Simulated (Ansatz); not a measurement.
# Se: the cost of one run

Computed with Ansatz 0.2.0 (DFT PBEsol, scalar-relativistic, plane waves, PAW, unless a step's input says otherwise).

## 1. The starting structure

Symmetry: Fd-3m, No. 227, cubic system. The conventional cell has a = 6.224 Å, b = 6.224 Å, c = 6.224 Å, α = 90.00°, β = 90.00°, γ = 90.00°. Se (site symmetry -43m) is surrounded by 4 Se at 2.69 Å.

Structure file:

```cif
data_structure
_symmetry_space_group_name_H-M 'P 1'
_symmetry_Int_Tables_number 1
_cell_length_a 4.4009
_cell_length_b 4.4009
_cell_length_c 4.4009
_cell_angle_alpha 60.000
_cell_angle_beta 60.000
_cell_angle_gamma 60.000
_cell_volume 60.27
loop_
_atom_site_label
_atom_site_type_symbol
_atom_site_fract_x
_atom_site_fract_y
_atom_site_fract_z
_atom_site_occupancy
Se1 Se 0.50000 0.50000 0.50000 1
Se2 Se 0.75000 0.75000 0.75000 1
```

This is candidate A: diamond type (Fd-3m, No. 227).

(A quick probe on a coarse mesh, which set the mesh and smearing, is not shown.)

## 3. Full relaxation (candidate A)

File input.yaml:

```yaml
crystal:
  lattice:
    - [0.0, 3.1118728895, 3.1118728895]
    - [3.1118728895, 0.0, 3.1118728895]
    - [3.1118728895, 3.1118728895, 0.0]
  atoms:
    - { symbol: Se, position: [0.5, 0.5, 0.5] }
    - { symbol: Se, position: [0.75, 0.75, 0.75] }
basis:
  ecutwfc: 420
kpoints:
  mp_grid: { grid: [12, 12, 12] }
hamiltonian:
  xc: pbesol
scf:
  occupations: { method: gaussian, width: 0.1 }
output:
  forces: true
  stress: true
  eigenvalues: true
relax:
  adjacent_minimum: "off"
  f_tol: 0.01
  max_steps: 80
  cell: { stress_tol: 0.05 }
```

Q: Estimate wall time and peak memory on 1 thread of an x86-64 CPU, shared host.

About 3.8 s, with a peak of 0.43 GiB.
